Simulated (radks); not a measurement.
# Valence configurations of Mg

One table from this session's results is given with a row withheld; the runs are named, their logs left out.

The numbers are computed with radks (a radial shooting solver on a logarithmic mesh, Libxc functionals) version 1 (non-relativistic Kohn-Sham, PBE, spin-polarised, spherical densities, point nucleus; open shells are filled with parallel spins first), except any that are marked as measured or tabulated.

### The atom as given

- element: magnesium (Z = 12)
- charge: 0
- electrons: 12
- configuration: [Ne] 3s2
- others tried: 3p2; 3s1 3p1; 3s1.5 3p0.5

The outer shells:

Mg
```
[Ne] core
3s [↑↓]
```

Set-up of the first run:

Input:

```text
Z 12
configuration [Ne] 3s2
relativity non-relativistic
functional pbe,pbe
spin polarised
nucleus point
```

Among the steps run: [Ne] 3s2.

One table of the session follows, with a row left open; its other results are not shown here.

It belongs to the step «[Ne] 3s2». From the orbitals of this run (lengths in bohr):

```
level     <r>  outermost maximum (interpolated)  90 % within  nodes
   1s  0.1309                            0.0854        0.234      0
   2s  0.6989                             0.548         1.11      1
   2p  0.6897                             0.479         1.18      0
   3s       ?                                 ?            ?      ?
```

Q: Estimate the row for 3s from the others.

As computed: <r>: 3.155; outermost maximum (interpolated): 2.56; 90 % within: 4.88; nodes: 2. In the column «<r>» it is the highest.
